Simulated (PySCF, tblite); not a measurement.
# C₅H₉NOSi: geometry, infrared bands and NMR shifts

Aim: predict the infrared bands and NMR shifts of C₅H₉NOSi (`CC[C@H](C#N)C(=O)[SiH3]`).

Computed with tblite 0.8.0 and PySCF 2.14.0, with density-fitted response routines of our own, on a single molecule in the gas phase. Atoms count from 0, in the outputs and in this text.

**1. The molecule as given**

17 atoms, charge 0, multiplicity 1; geometry from: force field or distance geometry start.

Bonds of the start (Å): C0–C1 1.49, C1–C2 1.53, C2–C3 1.43, C3–N4 1.17, C2–C5 1.46, C5–O6 1.23, C5–Si7 1.87, C0–H8 1.11, C0–H9 1.12, C0–H10 1.13, C1–H11 1.13, C1–H12 1.09, C2–H13 1.13, Si7–H14 1.50, Si7–H15 1.46, Si7–H16 1.46.

**2. Optimising the geometry with GFN2-xTB**

The job: settings as JSON, then the geometry in Å.

```
{"job": {"kind": "relax", "xc": "GFN2-xTB", "basis": "xTB"}, "charge": 0, "multiplicity": 1}
C     -2.273700     0.304100     0.039200
C     -0.843700     0.455300    -0.334500
C     -0.070600    -0.861300    -0.251800
C     -0.170700    -1.334600     1.095800
N     -0.243500    -1.718800     2.193900
C      1.286200    -0.592100    -0.731600
O      1.727800    -1.188000    -1.716700
Si     2.381600     0.641100     0.139000
H     -2.964500     0.466900    -0.808900
H     -2.503400    -0.712900     0.442500
H     -2.582000     1.059300     0.822700
H     -0.321900     1.237700     0.292400
H     -0.775200     0.800500    -1.366000
H     -0.579000    -1.583100    -0.955300
H      1.613100     1.919400     0.258700
H      3.596100     0.895700    -0.621600
H      2.716500     0.222700     1.492400
```

Run with:

```
> OMP_NUM_THREADS=1 python probes_run.py task.json out
```

One launch serves the whole session: the jobs run in the order shown.

**Question.** This job is followed by: GFN2-xTB harmonic vibrations, gas phase; GIAO PBE0/pcSseg-1 NMR shielding, non-relativistic, gas phase. Predict these results of the whole session: strongest single infrared mode (GFN2-xTB); zero-point energy (GFN2-xTB); 13C shifts against TMS (PBE0/pcSseg-1); 1H shifts against TMS (PBE0/pcSseg-1, means over atoms taken as alike); 15N shifts against NH3 (PBE0/pcSseg-1); 17O shifts against H2O (PBE0/pcSseg-1); 29Si shifts against TMS (PBE0/pcSseg-1); surface potential, 1st and 99th percentile.

**Answer**, as computed:

| quantity | value |
| --- | --- |
| strongest single infrared mode (GFN2-xTB) | 772 cm⁻¹, 315 km/mol |
| zero-point energy (GFN2-xTB) | 77.9 kcal/mol |
| 13C shifts against TMS (PBE0/pcSseg-1) | 236.6, 122.0, 55.9, 27.1, 14.1 ppm |
| 1H shifts against TMS (PBE0/pcSseg-1, means over atoms taken as alike) | 4.26, 2.94, 1.99, 1.58, 1.40 ppm |
| 15N shifts against NH3 (PBE0/pcSseg-1) | 316.2 ppm |
| 17O shifts against H2O (PBE0/pcSseg-1) | 863.6 ppm |
| 29Si shifts against TMS (PBE0/pcSseg-1) | -92.0 ppm |
| surface potential, 1st and 99th percentile | -1.60 V and 1.35 V |

**Reading.** The optimisation took 125 steps and gained 0.531 eV; among the close pairs (by a distance rule), C2–C5 changed most, from 1.464 to 1.535 Å. All 45 modes are real, so the xTB geometry is a minimum. Unscaled tight-binding wavenumbers are off by several per cent, some by more. Its intensities can rank the bands wrongly. At PBE0/pcSseg-1: The widest tensor belongs to O6: span 1709 ppm, with a paramagnetic part of -925 ppm. By nearest atom (PBE0/pcSseg-1), the HOMO sits on O6 51 %; C2, C5 about 12 % each and the LUMO on C5 42 %; O6 30 %.
